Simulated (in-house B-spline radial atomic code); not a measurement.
# Lu⁶⁺: ionisation energy by several methods

An exercise on one series of results from a longer session: the logs are not shown, and one member is left open.

Program: in-house B-spline radial atomic code version 1. Level of theory: scalar-relativistic (X2C), several functionals, spin-polarised; spherical all-electron atom at the radial basis limit. These are calculated values, not measurements, unless marked.

## The system

- element: lutetium (Z = 71)
- charge: +6
- electrons: 65
- configuration: [Kr] 4d10 4f13 5s2 5p4
- nucleus: Fermi, rms radius 5.370 fm

The outer shells:

[Kr] 4d10 4f13 5s2 5p4
```
[Kr] core
4d [↑↓][↑↓][↑↓][↑↓][↑↓]
4f [↑↓][↑↓][↑↓][↑↓][↑↓][↑↓][↑ ]
5s [↑↓]
5p [↑↓][↑ ][↑ ]
```

Where spins are not typed, each open shell is filled with up spins first.

The first run:

Settings of the run:

```ini
Z = 71
electrons = 65.0
configuration = [Kr] 4d10 4f13 5s2 5p4
hamiltonian = x2c
method = r2scan
spin_polarised = True
nucleus = fermi
rms_radius = 5.37
mass_number = 175
atomic_mass = 174.940777211
speed_of_light = 137.035999084
```

Steps of the session up to this table: r2SCAN; BP86; PBEsol; TPSS; BLYP; LDA (VWN5).

One table of the session follows, with a row left open; its other results are not shown here.

| method | ΔSCF (eV) |
| --- | --- |
| LDA (VWN5) | 114.88 |
| BP86 | 114.39 |
| PBEsol | 114.23 |
| BLYP | ? |
| r2SCAN | 113.75 |
| TPSS | 113.99 |

**Question.** Estimate the row for BLYP.

As computed: ΔSCF (eV): 114.22. In the column «ΔSCF (eV)» it lies between TPSS (113.99) and PBEsol (114.23).
